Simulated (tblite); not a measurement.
# C6H8FO2: the cost of one run

Computed with tblite 0.8.0 and PySCF 2.14.0, with density-fitted response routines of our own, on a single molecule in the gas phase. Atoms are numbered from 0 throughout.

## Step 1: The molecule as given

17 atoms, charge 0, multiplicity 2; geometry from: force field or distance geometry start.

Bonds of the start (Å): C0–C1 1.51, C1–C2 1.51, C2–C3 1.34, C3–O4 1.23, C2–C5 1.48, C5–O6 1.41, O6–C7 1.40, C7–F8 1.39, C0–H9 1.13, C0–H10 1.13, C0–H11 1.08, C1–H12 1.14, C1–H13 1.10, C5–H14 1.10, C5–H15 1.10, C7–H16 1.11.

## Step 2: Optimising the geometry with GFN2-xTB

The job: settings as JSON, then the geometry in Å.

```
{"job": {"kind": "relax", "xc": "GFN2-xTB", "basis": "xTB"}, "charge": 0, "multiplicity": 2}
C     -1.751600    -1.091900    -0.129400
C     -1.358700     0.087500     0.726500
C     -0.313100     0.946100     0.064800
C     -0.620100     2.224000    -0.172400
O     -0.897400     3.407200    -0.350400
C      0.992600     0.378600    -0.340000
O      1.662900    -0.104500     0.806900
C      2.877100    -0.607000     0.326000
F      2.761600    -1.930600    -0.080000
H     -2.656000    -0.826000    -0.745200
H     -2.142200    -1.887000     0.570700
H     -0.958100    -1.532200    -0.715600
H     -0.922100    -0.360800     1.682000
H     -2.238300     0.679500     1.002100
H      0.829400    -0.508500    -0.966800
H      1.627800     1.156000    -0.797400
H      3.099500    -0.018300    -0.592600
```

Run with:

```sh
$ OMP_NUM_THREADS=1 python probes_run.py task.json out
```

This one command runs all jobs of the session in turn.

**Question.** How long does this first job take on 1 thread of Arm Neoverse V1, shared host?

About 1.4 s.
